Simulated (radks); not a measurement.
**Ba⁴⁺ in [Kr] 4d10 5s2 5p4: an all-electron calculation**

Aim: the levels, the sizes of the orbitals and the parts of the energy of the barium ion Ba4+.

Program: radks (a radial shooting solver on a logarithmic mesh, Libxc functionals) version 1. Level of theory: Dirac Kohn-Sham, LDA (Slater exchange, Perdew-Wang correlation), spin-unpolarised, spherical densities, finite nucleus; open shells fill j = l - 1/2 first. These are calculated values, not measurements, unless marked.

**1. The system**

* element: barium (Z = 56)
* charge: +4
* electrons: 52
* configuration: [Kr] 4d10 5s2 5p4
* nuclear rms radius: 4.8378 fm

**2. The run**

Input:

```text
Z 56
configuration [Kr] 4d10 5s2 5p4 6s0 4f0
relativity Dirac
functional lda,pw
spin unpolarised
j_filling energy
nucleus finite rms 4.8378 fm
c 137.035999084
```

Q: Predict the outcome of this run.

**Answer**, as computed:

```
                        quantity                   value
                    total energy      -8129.0951 hartree
exchange-correlation share of it                  2.35 %
                            −T/E                  1.0672
          highest occupied level       5p3/2, -53.294 eV
    most extended occupied level  5p3/2, <r> = 1.80 bohr
 radius at density 0.001 e/bohr³               3.38 bohr
    maxima of the radial density                       4
         ionisation energy, NIST          58 (theory) eV
```

What this shows: The radial density shows 4 maxima for 5 occupied principal shells; where shells overlap, one shows as a shoulder or not at all. Relativity lifts −T/E to 1.067. Minus the highest eigenvalue, 53.294 eV, is 92 % of the tabulated ionisation energy (58 eV). Spin polarisation and multiplet splitting are left out.
